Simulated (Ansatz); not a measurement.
# CH₅BN₂: up Jacob's ladder to CCSD(T)

The task here is to estimate one member of a computed series from the others.

Program: Ansatz 0.2.0, Gaussian basis. Level of theory: functionals in def2-TZVPP, the program's frozen cores in correlated methods. These are calculated values, not measurements.

The runs, in order: LDA (SPW92), PBE-D4, revPBE-D4, BLYP-D4, r2SCAN-D4, B97M-V, PBE0-D4, B3LYP-D4, r2SCANh-D4, r2SCAN0-D4, HSE06-D4, BHLYP-D4, CAM-B3LYP-D4, LC-ωPBE, ωB97X-V, ωB97M-V, B2PLYP, PBE-QIDH; CCSD(T)/def2-SVP; CCSD(T)/def2-TZVPP; MP2/def2-QZVPP; extrapolation to the limit; RPA on PBE.

## The relaxed structure

The geometry comes from an earlier relaxation with PBE0-D4 in a triple-zeta def2 set; it is a stationary point, not always the lowest conformer.

9 atoms, charge 0, spin multiplicity 1.

Atoms are counted from 1 here; the program's logs count them from 0.

Bond lengths: N1–C2 1.431 Å, N1–H5 1.010 Å, N1–H6 1.010 Å, C2–B3 1.561 Å, C2–N4 1.467 Å, C2–H7 1.092 Å, B3–N4 1.341 Å, B3–H8 1.184 Å, N4–H9 1.004 Å. Angles: C2–N1–H5 112.4°, C2–N1–H6 112.7°, H5–N1–H6 108.5°, N1–C2–B3 121.1°, N1–C2–N4 117.3°, N1–C2–H7 115.1°, B3–C2–N4 52.5°, B3–C2–H7 121.0°, N4–C2–H7 113.6°, C2–B3–N4 60.2°, C2–B3–H8 154.8°, N4–B3–H8 144.9°, C2–N4–B3 67.4°, C2–N4–H9 135.2°, B3–N4–H9 156.4°.

Set-up of the first run:

Contents of in.yaml:

```yaml
crystal:
  periodic: [false, false, false]
  atoms:
    - {symbol: N, position_ang: [0.142944, 1.194368, -0.640584]}
    - {symbol: C, position_ang: [-0.364161, -0.077221, -0.222272]}
    - {symbol: B, position_ang: [0.591189, -1.194096, 0.303181]}
    - {symbol: N, position_ang: [-0.130499, -0.469895, 1.171494]}
    - {symbol: H, position_ang: [0.783988, 1.117386, -1.416970]}
    - {symbol: H, position_ang: [-0.589896, 1.842609, -0.892415]}
    - {symbol: H, position_ang: [-1.366435, -0.317211, -0.582685]}
    - {symbol: H, position_ang: [1.414171, -2.039043, 0.194738]}
    - {symbol: H, position_ang: [-0.392801, -0.103199, 2.068312]}
basis:
  gaussian: {orbitals: def2-TZVPP}
hamiltonian: {xc: lda}
output: {orbitals: {seedname: orbitals}}
```

The run is started by

```console
ansatz run in.yaml --threads 2 --pin off --events-out ev --progress --plain --max-ram 4352MiB
```

Steps of the session up to this table: LDA; PBE-D4 (GGA); revPBE-D4 (GGA); BLYP-D4 (GGA); r2SCAN-D4 (meta-GGA); B97M-V (meta-GGA); PBE0-D4 (hybrid); B3LYP-D4 (hybrid); r2SCANh-D4 (hybrid); r2SCAN0-D4 (hybrid); HSE06-D4 (hybrid); BHLYP-D4 (hybrid); CAM-B3LYP-D4 (range-separated); LC-ωPBE (range-separated); ωB97X-V (range-separated); ωB97M-V (range-separated); B2PLYP (double hybrid); PBE-QIDH (double hybrid).

One table of the session follows, with a row left open; its other results are not shown here.

It belongs to the step «Orbital energies across the functionals». 

| functional | HOMO (eV) | gap (eV) |
| --- | --- | --- |
| LDA (SPW92) | -5.59 | 4.60 |
| PBE-D4 | -5.45 | 4.71 |
| revPBE-D4 | ? | ? |
| BLYP-D4 | -5.34 | 4.72 |
| r2SCAN-D4 | -5.71 | 5.36 |
| B97M-V | -5.84 | 5.43 |
| PBE0-D4 | -6.86 | 7.11 |
| B3LYP-D4 | -6.63 | 6.62 |
| r2SCANh-D4 | -6.25 | 6.23 |
| r2SCAN0-D4 | -7.05 | 7.52 |
| HSE06-D4 | -6.46 | 6.32 |
| BHLYP-D4 | -8.20 | 9.36 |
| CAM-B3LYP-D4 | -8.30 | 9.56 |
| LC-ωPBE | -9.68 | 12.16 |
| ωB97X-V | -9.31 | 11.66 |
| ωB97M-V | -9.23 | 11.27 |

Estimate the missing values for revPBE-D4.

As computed: HOMO (eV): -5.39; gap (eV): 4.75. In the column «HOMO (eV)» it lies between PBE-D4 (-5.45) and BLYP-D4 (-5.34).
